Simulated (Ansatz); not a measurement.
Runs of Ansatz 0.2.0 on BiTe. The structure is cubic, space group Fm-3m (No. 225). Conventional cell: a = 6.470 Å, b = 6.470 Å, c = 6.470 Å, α = 90.00°, β = 90.00°, γ = 90.00°. Around Bi (site symmetry m-3m) lie 6 Te at 3.23 Å. Around Te (site symmetry m-3m) lie 6 Bi at 3.23 Å. 

```tsv
task	level	potentials or basis	spin	cell	k mesh	cutoff (eV)	smearing	other keys	mesh quality	gap on the mesh (eV)	pressure (GPa)	V0 of scaled cells (Å³/atom)	B0 (GPa)
single point	PBE	Ansatz PAW	off	as given	7 × 7 × 7	420	fermi-dirac 0.05 eV	-	not flagged	none	0.9	-	-
equation of state	revPBE+D4	Ansatz PAW	non-collinear, ferromagnetic start	as given	7 × 7 × 7	420	tetrahedron	-	not flagged	-	-	32.54	(a)
electric field gradients	B3LYP	Ansatz PAW	off	as given	4 × 4 × 4	420	fermi-dirac 0.1 eV	-	coarse	none	(b)	-	-
ladder of functionals	m-r2SCAN	Ansatz PAW earlier set	off	volume scaled by 0.96	7 × 7 × 7	640	gaussian 0.15 eV	-	not flagged	none	2.4	-	-
projected density of states	LDA	JTH PAW LDA	off	as given	7 × 7 × 7	1800	methfessel-paxton 0.15 eV	-	not flagged	none	-2.7	-	-
density of states	PBE0	Ansatz PAW	SOC, no magnetisation	as given	4 × 4 × 4	420	fermi-dirac 0.15 eV	-	coarse	none	(c)	-	-
equation of state	PBE	Ansatz PAW	off	as given	7 × 7 × 7	420	fermi-dirac 0.05 eV	-	not flagged	-	-	34.50	47
density of states	LC-wPBE+D4	Ansatz PAW	non-collinear, program default start, SOC	volume scaled by 0.96	4 × 4 × 4	420	methfessel-paxton 0.05 eV	scf.lower_state_search = light	coarse	none	-1.7	-	-
```

Question: Estimate the missing entries.

Answer: (a) 55; (b) 2.1; (c) 0.5.

Caveats: some runs use coarse meshes; spin-orbit coupling is left out, which moves the levels of the heavy elements (some runs); the PAW data sets come from PBE, with cores solved anew for the run's functional, which leaves a small shift of forces and pressure (some runs); the thresholds are loose for stress (some runs); the potentials were made for another functional, which shifts forces and pressure (some runs); moments are unreliable in this version under spin-orbit coupling with a hybrid or U, so they aren't listed (some runs); pairwise dispersion overbinds metals, which lowers pressure and volume (some runs); the dispersion damping was fitted for another functional or another form of the correction (some runs).

A k mesh can miss the band edges, and rows without SOC leave out spin-orbit coupling on Bi, Te.

A gap of «none» marks a metal or a gap under the smearing width.

The runs don't all hold the same shells in valence.
